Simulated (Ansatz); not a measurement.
This script makes a check of PAW against all-electron LAPW of Cu, space group P6_3/mmc with Ansatz's Python interface.

The script, `paw_lapw_cu.py`:
```python
"""Checking the PAW result for Cu with LAPW."""

import ansatz as az
import numpy as np


def count_gap(report):
    # lowest empty less highest filled band, counting bands; zero where they overlap
    return max(report.get("gap_by_band_count_ev") or 0.0, 0.0)

cu = (
    az.Lattice.from_parameters(2.53076, 2.53076, 8.26182, alpha=90, beta=90, gamma=120)
    .space_group(194)
    .atom("Cu", [0.0, 0.0, 0.0])
    .atom("Cu", [1 / 3, 2 / 3, 0.25])
)

base = (
    cu.calculation()
    .kpoints(9, 9, 3)
    .functional("PBEsol")
    .occupations(az.OccupationsMethod.FERMI_DIRAC)
    .stress()
    .forces()
    .band_table()
)
variants = {
    "PAW": base.pseudopotentials("paw"),
    "LAPW": base.pseudopotentials("all_electron", lapw=True),
}
# totals differ by the cores that each treatment holds, so compare what does not depend on them
rows = []
for label, variant in variants.items():
    report = variant.run().report
    levels = np.array(report["eigenvalues_ev"][0]) - report["fermi_energy_ev"]
    print(label, "levels at the first k-point near E_F:", np.round(levels[np.abs(levels) < 5], 3))
    rows.append((label, report["n_electrons"], np.trace(report["stress_gpa"]) / 3, float(np.abs(report["forces_ev_ang"]).max()), count_gap(report)))
print("     treatment  electrons in bands           P GPa  max force component eV/A  gap by band count eV")
for row in rows:
    print(f"{str(row[0]):>14s}  {row[1]:18.1f}  {row[2]:14.3f}  {row[3]:24.4f}  {row[4]:20.3f}")
```

How well do the two treatments of the cores agree on the pressure?

PAW gives -1.988 GPa and LAPW -1.996 GPa, 0.008 GPa apart. They took 1.9 and 23.2 s of processor time.

The run itself:

Output of `python paw_lapw_cu.py`:
```text
DeckWarning: basis.ecutwfc = 420 eV, auto-derived from the records' recommended cutoffs: set by Cu (normal level)
PAW levels at the first k-point near E_F: [-3.408 -3.393 -3.159 -3.159 -3.138 -3.138 -3.13  -2.965 -2.965 -2.916
 -2.916 -2.407 -2.407 -2.162 -2.162 -1.978 -1.978 -1.682 -1.682 -1.198
  3.868]
LAPW levels at the first k-point near E_F: [-3.407 -3.392 -3.157 -3.157 -3.136 -3.136 -3.128 -2.963 -2.963 -2.914
 -2.914 -2.406 -2.406 -2.161 -2.161 -1.977 -1.977 -1.681 -1.681 -1.196
  3.867]
     treatment  electrons in bands           P GPa  max force component eV/A  gap by band count eV
           PAW                76.0          -1.988                    0.0000                 0.000
          LAPW                76.0          -1.996                    0.0000                 0.000
```
(Warnings from the package without file and line.)

What to keep in mind:
- No spin polarisation was allowed.
- For a metal this k-point mesh is coarse: on a finer one energies can move by several to tens of meV an atom and pressures by half a GPa or more, differences at one mesh by less.
- A gap by band count of zero or less means overlapping bands, a metal.
- This isn't the structure that Cu takes at ambient conditions.
- Gaps and levels are Kohn-Sham values on a finite set of k-points.
- Pressure is positive in compression; the treatments may keep other shells as core, so totals and counts of electrons can differ.
- It ran for 26 s on 1 thread of AMD EPYC 7B13 (Zen 3) (shared host), peak memory 0.66 GiB.
